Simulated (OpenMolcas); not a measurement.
# GaPH6 (Ga(PH3)H3): a chain of runs

We compute a series of 15 runs (HF/ANO-RCC-VDZP, CASSCF(4,4)/ANO-RCC-VDZP, CASPT2[IPEA 0](4,4)/ANO-RCC-VDZP, CASPT2(4,4)/ANO-RCC-VDZP, MC-PDFT[ftBLYP](4,4)/ANO-RCC-VDZP, SC-NEVPT2(3,4)/ANO-RCC-VDZP, CASPT2[IPEA 0.1](4,4)/ANO-RCC-VDZP, SC-NEVPT2(4,4)/ANO-RCC-VDZP, and more) of GaH6P. 

Program for the calculation: OpenMolcas 26.06.

## (1) Starting point

The species is GaPH6 (8 atoms), meant as a singlet with charge 0. SMILES: `[H][Ga]([H])([H])<-[PH3]`. Geometry: a GFN2-xTB relaxation, a rough one for these elements and not checked as a minimum.

Bond lengths: Ga1–P2 2.518 Å, P2–H3 1.382 Å, P2–H4 1.382 Å, P2–H5 1.382 Å, Ga1–H6 1.542 Å, Ga1–H7 1.541 Å, Ga1–H8 1.542 Å. Some angles: Ga1–P2–H3 121.9°, Ga1–P2–H4 120.0°, Ga1–P2–H5 121.7°, P2–Ga1–H6 97.3°, P2–Ga1–H7 97.9°, P2–Ga1–H8 97.2°, H3–P2–H4 95.6°, H3–P2–H5 95.6°, H4–P2–H5 95.6°, H6–Ga1–H7 118.4°.

## (2) A single-point energy at HF/ANO-RCC-VDZP (DKH2, RICD fitting) (run 1)

File mol.xyz:

```xyz
8

Ga    -0.004890     0.010160    -1.452590
P     -0.000530     0.003500     1.065300
H      0.672590     0.963330     1.797850
H      0.518160    -1.078120     1.751680
H     -1.172390     0.075710     1.794700
H      1.524090    -0.011410    -1.650010
H     -0.751960     1.342180    -1.659300
H     -0.785080    -1.305350    -1.647630
```

File step1.input:

```
* GaH6P Hartree-Fock

&GATEWAY
 COORD = mol.xyz
 BASIS = ANO-RCC-VDZP
 GROUP = NoSym
 RICD

&SEWARD

&SCF
 PRORBITALS = 1
```

On the command line:

```
$ export MOLCAS_MEM=1860
$ pymolcas step1.input > step1.log
```

The log of the run, shortened:

```text
--- Start Module: gateway ---
[...]
--- Stop Module: gateway /rc=_RC_ALL_IS_WELL_ ---
[...]
--- Start Module: seward ---
[...]
      Basis functions           75
--- Stop Module: seward /rc=_RC_ALL_IS_WELL_ ---
[...]
--- Start Module: scf ---
[...]
       Convergence after  10 Iterations
[...]
::    Total SCF energy                              -2287.1675729483
[...]
      Total spin, S                                     0.0000000000
[...]
      Total electronic charge=   52.000000
      Total            charge=   -0.000000
[...]
      Dipole Moment (debye):
      Origin of the operator (angstrom)=   -0.0033    0.0075   -0.6299
                   X=  5.7779E-03               Y= -7.5981E-03               Z=  4.2138E+00           Total=  4.2138E+00
      Quadrupole Moment (debye*angstrom):
[...]
--- Stop Module: scf /rc=_RC_ALL_IS_WELL_ ---
[...]
```

Wall time 11 s (1 thread of Arm Neoverse N1, shared host); peak memory 0.24 GiB.

## (3) The excited states at CASSCF(4,4)/ANO-RCC-VDZP (DKH2, RICD fitting, 5 states averaged) (run 2)

mol.xyz is that of step 2.

File step2.inp:

```
&GATEWAY
 Coord=mol.xyz
 Basis=ANO-RCC-VDZP
 Group=NoSym
 RICD

&SEWARD

&RASSCF
 FileOrb=$CurrDir/step1.ScfOrb
 Spin=1
 Nactel=4 0 0
 Inactive=24
 Ras2=4
 CIRoot=5 5 1
 OrbListing=Nothing
 OrbAppear=Compact
```

On the command line:

```
$ export MOLCAS_MEM=1860
$ pymolcas step2.inp > step2.log
```

The log of the run, shortened:

```text
--- Start Module: gateway ---
[...]
--- Stop Module: gateway /rc=_RC_ALL_IS_WELL_ ---
[...]
--- Start Module: seward ---
[...]
      Basis functions           75
--- Stop Module: seward /rc=_RC_ALL_IS_WELL_ ---
[...]
--- Start Module: rasscf ---
[...]
      Number of active orbitals                  4
[...]
      Spin quantum number                      0.0
[...]
      Active orbitals                            4
[...]
      Number of CSFs                            20
[...]
      Number of root(s) required                 5
[...]
      Convergence after 25 iterations
[...]
      printout of CI-coefficients larger than  0.05 for root  1
      energy=   -2287.160200
      conf/sym  1111     Coeff  Weight
             1  2200   0.99982 0.99965
[...]
      Natural orbitals and occupation numbers for root  1
      sym 1:   1.999672   1.999701   0.000144   0.000483
      Natural orbitals and occupation numbers for root  2
      sym 1:   0.990546   1.999426   0.000436   1.009592
      Natural orbitals and occupation numbers for root  3
      sym 1:   1.999070   1.023722   0.000352   0.976856
      Natural orbitals and occupation numbers for root  4
      sym 1:   1.998852   0.988286   1.012571   0.000291
      Natural orbitals and occupation numbers for root  5
      sym 1:   0.995498   1.999645   1.004509   0.000347
      ************************************************************************************************************************
      *                                                    Final results                                                     *
[...]
::    RASSCF root number  1 Total energy:  -2287.16020047
::    RASSCF root number  2 Total energy:  -2286.87022586
::    RASSCF root number  3 Total energy:  -2286.87011679
::    RASSCF root number  4 Total energy:  -2286.84077684
::    RASSCF root number  5 Total energy:  -2286.84021906
[...]
      Total electronic charge=   52.000000
      Total            charge=   -0.000000
[...]
      Dipole Moment (debye):
      Origin of the operator (angstrom)=   -0.0033    0.0075   -0.6299
                   X=  1.0911E+00               Y= -2.2061E+00               Z=  1.2838E+00           Total=  2.7758E+00
      Quadrupole Moment (debye*angstrom):
[...]
--- Stop Module: rasscf /rc=_RC_ALL_IS_WELL_ ---
[...]
```

Wall time 19 s (1 thread of Arm Neoverse N1, shared host); peak memory 0.24 GiB.

The roots found:

```
excited state  energy (eV)
            1        7.891
            2        7.894
            3        8.692
            4        8.707
```

Run 3 isn't shown in full; the table further down has it.

## (4) The vertical excitations at CASPT2[IPEA 0](4,4)/ANO-RCC-VDZP (DKH2, RICD fitting, ipea shift 0 Eh, pt2 variant XMS, real shift 0.2 Eh, 5 states averaged) (run 4)

mol.xyz is that of step 3.

File step4.input:

```
* GaH6P CASPT2
>>> EXPORT MOLCAS_PRINT=2

&gateway
 coord=mol.xyz
 basis=ANO-RCC-VDZP
 group=NoSym
 ricd

&seward

&rasscf
 fileorb=$CurrDir/step2.RasOrb
 spin=1
 nactel=4 0 0
 inactive=24
 ras2=4
 ciroot=5 5 1
 levshft=0
 orblisting=Nothing
 orbappear=Compact

&caspt2
 xmultistate=all
 ipea=0
 shift=0.2
```

On the command line:

```
$ export MOLCAS_MEM=1860
$ pymolcas step4.input > step4.log
```

The log of the run, shortened:

```text
--- Start Module: gateway ---
[...]
--- Stop Module: gateway /rc=_RC_ALL_IS_WELL_ ---
[...]
      Basis functions           75
[...]
--- Start Module: rasscf ---
[...]
      Number of active orbitals                  4
[...]
      Spin quantum number                      0.0
[...]
      Active orbitals                            4
[...]
      Number of CSFs                            20
[...]
      Number of root(s) required                 5
[...]
      Convergence after  4 iterations
[...]
      printout of CI-coefficients larger than  0.05 for root  1
      energy=   -2287.160199
      conf/sym  1111     Coeff  Weight
             1  2200   0.99982 0.99965
[...]
      Natural orbitals and occupation numbers for root  1
      sym 1:   1.999672   1.999701   0.000144   0.000483
      Natural orbitals and occupation numbers for root  2
      sym 1:   0.990368   1.999422   0.000435   1.009775
      Natural orbitals and occupation numbers for root  3
      sym 1:   1.999075   1.023614   0.000352   0.976959
      Natural orbitals and occupation numbers for root  4
      sym 1:   1.998852   0.988263   1.012593   0.000291
      Natural orbitals and occupation numbers for root  5
      sym 1:   0.995471   1.999645   1.004536   0.000347
      ************************************************************************************************************************
      *                                                    Final results                                                     *
[...]
::    RASSCF root number  1 Total energy:  -2287.16019877
::    RASSCF root number  2 Total energy:  -2286.87022393
[...]
      Total electronic charge=   52.000000
      Total            charge=   -0.000000
[...]
      Dipole Moment (debye):
      Origin of the operator (angstrom)=   -0.0033    0.0075   -0.6299
                   X=  1.0899E+00               Y= -2.2064E+00               Z=  1.2841E+00           Total=  2.7757E+00
      Quadrupole Moment (debye*angstrom):
[...]
--- Stop Module: rasscf /rc=_RC_ALL_IS_WELL_ ---
[...]
--- Start Module: caspt2 ---
[...]
::    XMS-CASPT2 Root  2     Total energy:  -2287.11378501
::    XMS-CASPT2 Root  3     Total energy:  -2287.11364091
::    XMS-CASPT2 Root  4     Total energy:  -2287.07995550
::    XMS-CASPT2 Root  5     Total energy:  -2287.07960360
[...]
--- Stop Module: caspt2 /rc=_RC_ALL_IS_WELL_ ---
[...]
```

Wall time 17 s (1 thread of Arm Neoverse N1, shared host); peak memory 0.24 GiB.

The roots found:

```
excited state  energy (eV)
            1        7.244
            2        7.248
            3        8.165
            4        8.174
```

Runs 5 to 14 aren't shown in full; the table further down has their settings and results.

## (5) The excited states at CASPT2[IPEA 0.15](4,4)/ANO-RCC-VDZP (DKH2, RICD fitting, ipea shift 0.15 Eh, pt2 variant SS, 5 states averaged, sigma2 shift 0.3) (run 15)

mol.xyz is that of step 4.

File step15.inp:

```
* GaH6P CASPT2
&GATEWAY
COORD
mol.xyz
BASIS
ANO-RCC-VDZP
GROUP
NoSym
RICD
&SEWARD
&RASSCF
FILEORB
$CurrDir/step2.RasOrb
SPIN
1
NACTEL
4 0 0
INACTIVE
24
RAS2
4
CIROOT
5 5 1
ORBLISTING
Nothing
ORBAPPEAR
Compact
&CASPT2
MULTISTATE
all
NOMULTISTATE
IPEA
0.15
SIG2
0.3
&RASSI
NROFJOBIPHS
1 all
IPHNAMES
JOBMIX
EJOB
```

On the command line:

```
$ export MOLCAS_MEM=1860
$ pymolcas step15.inp > step15.log
```

The log of the run, shortened:

```text
--- Start Module: gateway ---
[...]
--- Stop Module: gateway /rc=_RC_ALL_IS_WELL_ ---
[...]
      Basis functions           75
[...]
      Number of active orbitals                  4
[...]
      Spin quantum number                      0.0
[...]
      Active orbitals                            4
[...]
      Number of CSFs                            20
[...]
      Number of root(s) required                 5
[...]
      Convergence after  4 iterations
[...]
      printout of CI-coefficients larger than  0.05 for root  1
      energy=   -2287.160199
      conf/sym  1111     Coeff  Weight
             1  2200   0.99982 0.99965
[...]
      Natural orbitals and occupation numbers for root  1
      sym 1:   1.999672   1.999701   0.000144   0.000483
      Natural orbitals and occupation numbers for root  2
      sym 1:   0.990462   1.999424   0.000436   1.009679
      Natural orbitals and occupation numbers for root  3
      sym 1:   1.999072   1.023674   0.000352   0.976902
      Natural orbitals and occupation numbers for root  4
      sym 1:   1.998852   0.988275   1.012582   0.000291
      Natural orbitals and occupation numbers for root  5
      sym 1:   0.995490   1.999645   1.004517   0.000347
      ************************************************************************************************************************
      *                                                    Final results                                                     *
[...]
::    RASSCF root number  1 Total energy:  -2287.16019895
::    RASSCF root number  2 Total energy:  -2286.87022507
[...]
      Total electronic charge=   52.000000
      Total            charge=   -0.000000
[...]
::    RASSI State    2     Total energy:   -2287.10914451400640
::    RASSI State    3     Total energy:   -2287.10952911840832
::    RASSI State    4     Total energy:   -2287.07534247442527
::    RASSI State    5     Total energy:   -2287.07480327506801
[...]
  SPIN-FREE ENERGIES:
  (Shifted by EMIN (a.u.) =      -2287.3760560030)
 SF State       Relative EMIN(au)   Rel lowest level(eV)    D:o, cm**(-1)
     1             0.0000000000        0.0000000000              0.0000
     3             0.2665268846        7.2525660028          58495.8898
     2             0.2669114890        7.2630316217          58580.3007
     4             0.3007135286        8.1828319766          65998.9908
     5             0.3012527280        8.1975043386          66117.3314
[...]
```

It took 18 s on 1 thread of Arm Neoverse N1, shared host; peak memory 0.24 GiB.

The roots found:

| excited state | energy (eV) | strength |
| --- | --- | --- |
| 1 | 7.253 | 0.0132 |
| 2 | 7.263 | 0.0111 |
| 3 | 8.183 | 0.1630 |
| 4 | 8.197 | 0.1949 |

## (6) Overview of the runs

```csv
run,level,starting guess,task,partner,energy (Eh),dipole moment (D) of the reference,wall time
1,"HF/ANO-RCC-VDZP (DKH2, RICD fitting)",–,energy,base,-2287.167573,4.21,11 s
2,"CASSCF(4,4)/ANO-RCC-VDZP (DKH2, RICD fitting, 5 states averaged)",orbitals of step 1,excited,base,-2287.160200,5.49,19 s
3,"CASSCF(4,4)/ANO-RCC-VDZP (DKH2, RICD fitting, 5 states averaged, second multiplicity 3, second roots 2)",orbitals of step 2,spin-orbit,base,-2287.160199,–,29 s
4,"CASPT2[IPEA 0](4,4)/ANO-RCC-VDZP (DKH2, RICD fitting, ipea shift 0 Eh, pt2 variant XMS, real shift 0.2 Eh, 5 states averaged)",orbitals of step 2,excited,base,-2287.379997,5.49,17 s
5,"CASPT2(4,4)/ANO-RCC-VDZP (DKH2, RICD fitting, ipea shift 0.25 Eh, pt2 variant SS, real shift 0.3 Eh, 5 states averaged)",orbitals of step 2,excited,triplet,-2287.108617,3.11,23 s
6,"CASSCF(4,4)/ANO-RCC-VDZP (DKH2, RICD fitting, root 4, 5 states averaged)",orbitals of step 2,gradient,base,-2286.840778,–,26 s
7,"MC-PDFT[ftBLYP](4,4)/ANO-RCC-VDZP (DKH2, RICD fitting, 5 states averaged)",orbitals of step 2,excited,base,-2289.962251,–,22 s
8,"SC-NEVPT2(3,4)/ANO-RCC-VDZP (DKH2, RICD fitting, pt2 variant QD-SC-NEVPT2, 5 states averaged)",orbitals of step 2,excited,cation,-2287.003110,–,26 s
9,"CASPT2[IPEA 0.1](4,4)/ANO-RCC-VDZP (DKH2, RICD fitting, ipea shift 0.1 Eh, pt2 variant MS, real shift 0.1 Eh, 5 states averaged)",orbitals of step 2,excited,base,-2287.375643,5.49,17 s
10,"SC-NEVPT2(4,4)/ANO-RCC-VDZP (DKH2, RICD fitting, pt2 variant QD-SC-NEVPT2, 5 states averaged)",orbitals of step 2,excited,base,-2287.373421,5.49,17 s
11,"MC-PDFT[trevPBE](4,4)/ANO-RCC-VDZP (DKH2, RICD fitting, hybrid share 0.25, 5 states averaged)",orbitals of step 2,excited,base,-2288.817277,5.49,22 s
12,"CASPT2(4,4)/ANO-RCC-VDZP (DKH2, RICD fitting, ipea shift 0.25 Eh, pt2 variant XMS, real shift 0.2 Eh, 5 states averaged)",orbitals of step 2,excited,base,-2287.379360,5.49,17 s
13,"CASSCF(4,4)/ANO-RCC-VDZP (DKH2, RICD fitting, 5 states averaged)",orbitals of step 2,excited,base,-2287.160199,5.49,14 s
14,"RASPT2(4,8)/ANO-RCC-VDZP (DKH2, RICD fitting, ipea shift 0.25 Eh, pt2 variant SS, 5 states averaged)",orbitals of step 2,excited,base,not converged,–,90 s
15,"CASPT2[IPEA 0.15](4,4)/ANO-RCC-VDZP (DKH2, RICD fitting, ipea shift 0.15 Eh, pt2 variant SS, 5 states averaged, sigma2 shift 0.3)",orbitals of step 2,excited,base,-2287.376056,5.49,18 s
```

## (7) What came out

```
                                                                                      quantity           value
                  run 15, CASPT2[IPEA 0.15](4,4)/ANO-RCC-VDZP: energy of the lowest of 5 roots  -2287.37606 Eh
                   run 15, CASPT2[IPEA 0.15](4,4)/ANO-RCC-VDZP: dipole moment (CASSCF density)          5.49 D
run 15, CASPT2[IPEA 0.15](4,4)/ANO-RCC-VDZP: lowest excitation energy within this active space         7.25 eV
                                            vertical ionisation energy (to the doublet cation)       10.077 eV
```

Removing an electron at fixed nuclei costs 10.08 eV (232 kcal/mol). All runs together took 6.1 min, the longest 90 s. 1 of the 15 runs did not end normally.
